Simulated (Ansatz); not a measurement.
AlHg:

```
CELL_PARAMETERS angstrom
0.00000 3.06853 3.06853
3.06853 0.00000 3.06853
3.06853 3.06853 0.00000
ATOMIC_POSITIONS crystal
Al 0.00000 0.00000 0.00000
Hg 0.75000 0.75000 0.75000
```

The cell was built by a generator and needn't be a form met in nature.

```yaml
Program: Ansatz 0.2.0
Task: relaxation of cell and atoms
Functional: BLYP
Potentials_or_basis: Ansatz PAW
Cutoff: "420 eV (not typed: the program's choice for these potentials)"
k_mesh: 8 × 8 × 8
Occupations: fermi-dirac, width 0.05 eV
Spin: no spin polarisation
```

At the start: volume 28.89 Å³/atom.

Task: Where does the relaxation end?

Result: It ends after 5 steps and the volume is 31.52 Å³/atom (+9.1 %); space group F-43m (No. 216, to 0.05 Å).

The path:
| step | energy change (eV) | largest force (eV/Å) | volume (Å³) |
| --- | --- | --- | --- |
| 1 | 0.0000 | 0.0000 | 57.79 |
| 2 | -0.0325 | 0.0000 | 61.60 |
| 3 | -0.0345 | 0.0000 | 62.73 |
| 4 | -0.0345 | 0.0000 | 63.04 |
| 5 | -0.0358 | 0.0000 | 63.04 |

Final structure:
```cif
data_structure
_symmetry_space_group_name_H-M 'P 1'
_symmetry_Int_Tables_number 1
_cell_length_a 4.4672
_cell_length_b 4.4672
_cell_length_c 4.4672
_cell_angle_alpha 60.000
_cell_angle_beta 60.000
_cell_angle_gamma 60.000
_cell_volume 63.04
loop_
_atom_site_label
_atom_site_type_symbol
_atom_site_fract_x
_atom_site_fract_y
_atom_site_fract_z
_atom_site_occupancy
Al1 Al 0.00000 0.00000 0.00000 1
Hg1 Hg 0.75000 0.75000 0.75000 1
```

Caveat: the plane-wave basis is chosen anew once the cell has moved, so the energies of steps on either side of that aren't comparable; the PAW data sets come from PBE, with cores solved anew for the run's functional, which leaves a small shift of forces and pressure.
